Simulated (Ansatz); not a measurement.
# BClGeH4: basis-set convergence

Aim: see how fast density functionals converge with the basis set for BClGeH4.

Method: one geometry, several basis sets; program: Ansatz 0.2.0, Gaussian basis.

Levels to be run: PBE0-D4/def2-SVP; ωB97M-V/def2-SVP; PBE0-D4/def2-QZVPP; ωB97M-V/def2-QZVPP; the functionals' def2-TZVPP values are taken from earlier runs.

**1. The relaxed structure**

All runs share one geometry, relaxed beforehand with PBE0-D4 in a triple-zeta def2 set.

7 atoms, charge 0, spin multiplicity 1.

Atoms are counted from 1 here; the program's logs count them from 0.

Bond lengths: Cl1–B2 1.738 Å, B2–Ge3 2.066 Å, B2–H4 1.193 Å, Ge3–H5 1.539 Å, Ge3–H6 1.539 Å, Ge3–H7 1.537 Å. Angles: Cl1–B2–Ge3 119.4°, Cl1–B2–H4 116.1°, Ge3–B2–H4 124.5°, B2–Ge3–H5 109.7°, B2–Ge3–H6 109.9°, B2–Ge3–H7 112.6°, H5–Ge3–H6 107.5°, H5–Ge3–H7 108.4°, H6–Ge3–H7 108.5°.

As a file:

```xyz
7
BClGeH4
Cl   -1.97600   -1.52388    0.06678
B    -0.28089   -1.15790    0.18049
Ge    0.35958    0.78324   -0.11754
H     0.43938   -2.07538    0.43003
H    -0.02797    1.24698   -1.53326
H    -0.33376    1.72396    0.88404
H     1.88097    0.93498    0.04385
```

**2. PBE0-D4 in def2-SVP**

in.yaml reads:

```yaml
crystal:
  periodic: [false, false, false]
  atoms:
    - {symbol: Cl, position_ang: [-1.975996, -1.523879, 0.066785]}
    - {symbol: B, position_ang: [-0.280894, -1.157897, 0.180494]}
    - {symbol: Ge, position_ang: [0.359580, 0.783236, -0.117538]}
    - {symbol: H, position_ang: [0.439379, -2.075382, 0.430030]}
    - {symbol: H, position_ang: [-0.027975, 1.246978, -1.533255]}
    - {symbol: H, position_ang: [-0.333760, 1.723964, 0.884039]}
    - {symbol: H, position_ang: [1.880967, 0.934979, 0.043845]}
basis:
  gaussian: {orbitals: def2-SVP}
hamiltonian: {xc: pbe0, dispersion: d4}
output: {orbitals: {seedname: orbitals}}
```

The runs that follow: ωB97M-V in def2-SVP; PBE0-D4 in def2-QZVPP; ωB97M-V in def2-QZVPP.

Q: Predict the results of all the runs planned. Wanted: PBE0-D4: double and triple zeta above quadruple; ωB97M-V: double and triple zeta above quadruple.

**Answer**, as computed:

```
                                       quantity           value
PBE0-D4: double and triple zeta above quadruple  13.81, 1.63 eV
ωB97M-V: double and triple zeta above quadruple  13.77, 1.59 eV
```

In words: For PBE0-D4 the step from double to triple zeta gains 12.18 eV and the next only 1.63 eV. These are total energies; as a rule much of such shifts cancels in differences, which this series doesn't test.
